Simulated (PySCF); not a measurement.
# C2H4F2OSi: the cost of one run

The runs use PySCF 2.14.0, with density-fitted response routines of our own; the level of theory stands in each step. All values are computed, except where a source is named. Atoms count from 0, in the outputs and in this text.

### Step 1. Starting geometry

10 atoms, charge 0, multiplicity 1; geometry from: GFN2-xTB. The atoms were then displaced at random by about 0.01 Å, so the start is not that level's minimum.

Bonds of the start (Å): O0–C1 1.21, C1–Si2 1.94, Si2–C3 1.90, C3–F4 1.36, C3–F5 1.36, C1–H6 1.11, Si2–H7 1.45, Si2–H8 1.46, C3–H9 1.13.

### Step 2. Relaxing the molecule at PBE0-D3(BJ)/def2-SVP

Job settings and geometry (Å):

```
{"job": {"xc": "PBE0", "basis": "def2-SVP", "d3": "d3bj", "grid": 1, "shake": 0.01, "kind": "geom"}, "charge": 0, "multiplicity": 1}
O      2.586130     0.899780    -0.553840
C      1.626490     0.520290     0.083070
Si     0.196070    -0.556440    -0.661200
C     -1.325240    -0.013760     0.346260
F     -1.629370     1.297850     0.139920
F     -1.124870    -0.149860     1.683300
H      1.576720     0.768630     1.166910
H     -0.014460    -0.267180    -2.065930
H      0.446420    -1.953190    -0.301470
H     -2.287450    -0.567050     0.141940
```

On the command line:

```sh
$ OMP_NUM_THREADS=1 python probes_run.py task.json out
```

One launch serves the whole session: the jobs run in the order shown.

**Question.** How long does this first job take on 1 thread of Arm Neoverse V1, shared host, and how much memory does it need?

About 24 s, with a peak of 0.45 GiB.
